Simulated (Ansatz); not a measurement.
## FH4NOSn, SMILES [NH2][SnH]([OH])[F]: an atomisation energy

Run with Ansatz's Python interface.

`tae_fh4nosn.py`
```python
from collections import Counter

import ansatz as az


def total_energy(molecule, charge=0, unpaired=0):
    calc = (
        molecule.calculation()
        .basis(gaussian="def2-TZVP")
        .functional("pbe0", dispersion="d3bj")
    )
    if charge:
        calc = calc.charge(charge)
    if unpaired:
        calc = calc.spin("collinear", total=unpaired)
    report = calc.run().report
    if report["published_state_doubts"]:
        print("  doubts:", report["published_state_doubts"])
    return report["free_energy_ev"]

geometry_ang = [
    ("N", (-0.6326, 1.4752, 0.0678)),
    ("Sn", (0.2017, -0.3327, 0.2461)),
    ("O", (1.243, -0.7173, -1.3877)),
    ("F", (-1.0949, -1.6762, 0.4527)),
    ("H", (-1.2761, 1.6478, 0.8845)),
    ("H", (-1.3281, 1.475, -0.763)),
    ("H", (1.2769, -0.3319, 1.6556)),
    ("H", (1.7021, -1.5971, -1.2119)),
]
system = az.Crystal.molecule()
for symbol, xyz in geometry_ang:
    system = system.atom(symbol, xyz)

unpaired = {"N": 3, "Sn": 2, "O": 2, "F": 1, "H": 1}
counts = Counter(site.symbol for site in system.cartesian_sites)
atom_energy = {s: total_energy(az.Crystal.molecule().atom(s, (0, 0, 0)), 0, unpaired[s]) for s in counts}
whole = total_energy(system, 0, 0)
for s, e in atom_energy.items():
    print(f"{s:2s} x{counts[s]}  {e:14.5f} eV")
print(f"FH4NOSn: {whole:.5f} eV")
split = sum(counts[s] * e for s, e in atom_energy.items()) - whole
print(f"atomisation energy (no zero-point term): {23.060548 * split:.1f} kcal/mol, {split / sum(counts.values()):.3f} eV an atom")
```

```console
$ python tae_fh4nosn.py
N  x1     -1484.21287 eV
Sn x1     -5830.27616 eV
O  x1     -2041.36011 eV
F  x1     -2712.32684 eV
H  x4       -13.63389 eV
FH4NOSn: -12148.26470 eV
atomisation energy (no zero-point term): 589.3 kcal/mol, 3.194 eV an atom
```

589.3 kcal/mol from the electronic energies, without the zero-point term.

Reading the output:
- Total energies depend on the basis set; only differences at equal settings carry meaning.
- The geometry is a force-field or estimated start, not a minimum of this method, and the basis set is short of its limit. All parts are taken at fixed geometry, without zero-point energy.
- def2 sets replace the cores of elements past krypton by effective core potentials.
- The spin-orbit lowering of heavy atoms is left out.
- Run time: 4.5 s on 1 thread of Intel(R) Xeon(R) 6975P-C (Granite Rapids), on a shared host, peak memory 0.39 GiB.

(Lines on the test bed's own set-up are left out of the output.)
